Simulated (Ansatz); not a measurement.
**BGeH3 (singlet): wave-function methods side by side, cc-pVTZ**

The task here is to estimate one member of a computed series from the others.

Computed with Ansatz 0.2.0, Gaussian basis. Level: cc-pVTZ, core rule «outside noble gas», up to 15 orbitals frozen.

The runs, in order: UHF; CCSD(T) on RHF; CCSD(T) on UHF; BCCD(T) on RHF; CCSDT(Q) on RHF; CCSDT(Q) on UHF; CASSCF and NEVPT2, 10 electrons in 11 orbitals.

4 further runs of the same task are left out: 4 set aside as unsound or not needed.

## The geometry

The geometry is a PBE0/def2-TZVP stationary point (not a proven minimum). No spin-orbit coupling is included. The filled d shell of Ge may be among the frozen orbitals whatever the setting's name suggests; the logs give the count.

5 atoms, charge 0, spin multiplicity 1.

Atoms are counted from 1 here; the program's logs count them from 0.

Bond lengths: Ge1–B2 1.949 Å, Ge1–H3 1.780 Å, B2–H3 1.366 Å, B2–H4 1.203 Å, B2–H5 1.203 Å. Angles: B2–Ge1–H3 42.7°, Ge1–B2–H3 62.0°, Ge1–B2–H4 120.1°, Ge1–B2–H5 120.1°, H3–B2–H4 106.0°, H3–B2–H5 106.0°, H4–B2–H5 119.4°, Ge1–H3–B2 75.3°.

The first run:

File in.yaml:

```yaml
crystal:
  periodic: [false, false, false]
  atoms:
    - {symbol: Ge, position_ang: [-0.002248, 0.000000, 0.318665]}
    - {symbol: B, position_ang: [-0.066617, -0.000001, -1.629219]}
    - {symbol: H, position_ang: [1.160664, 0.000000, -1.028885]}
    - {symbol: H, position_ang: [-0.142071, -1.038714, -2.230917]}
    - {symbol: H, position_ang: [-0.142072, 1.038712, -2.230918]}
basis:
  gaussian: {orbitals: cc-pVTZ}
magnetization: {spin_polarized: true, initial_magnetization: 0}
hamiltonian: {xc: hf}
output: {orbitals: {seedname: orbitals}}
```

Run with:

```sh
$ ansatz run in.yaml --threads 1 --pin off --events-out ev --progress --plain --max-ram 4096MiB --backend cpu
```

Steps of the session up to this table: UHF; CCSD(T) on RHF; CCSD(T) on UHF; BCCD(T) on RHF; CCSDT(Q) on RHF; CCSDT(Q) on UHF; CASSCF and NEVPT2, 10 electrons in 11 orbitals.

One table of the session follows, with a row left open; its other results are not shown here.

| method | from RCCSDT(Q) (kJ/mol) |
| --- | --- |
| RHF | +678.1 |
| UHF | +676.8 |
| RMP2 | +115.4 |
| RCCSD | +31.1 |
| RCCSD(T) | +4.3 |
| BCCD(T) | +4.1 |
| RCCSDT | +1.4 |
| RCCSDT(Q) | 0 |
| CASSCF valence | +421.0 |
| NEVPT2 valence | ? |

Q: Estimate the row for NEVPT2 valence from the others.

**Answer.** from RCCSDT(Q) (kJ/mol): +105.6. In the column «from RCCSDT(Q) (kJ/mol)» it lies between RCCSD (+31.1) and RMP2 (+115.4).

Not comparable, so not listed: CCSD(T) on UHF; CCSDT(Q) on UHF (they don't share determinant, frozen orbitals or solution with the rows shown, or repeat one).

Caveats from the session: Warnings: restricted reference is unstable; spin contamination.
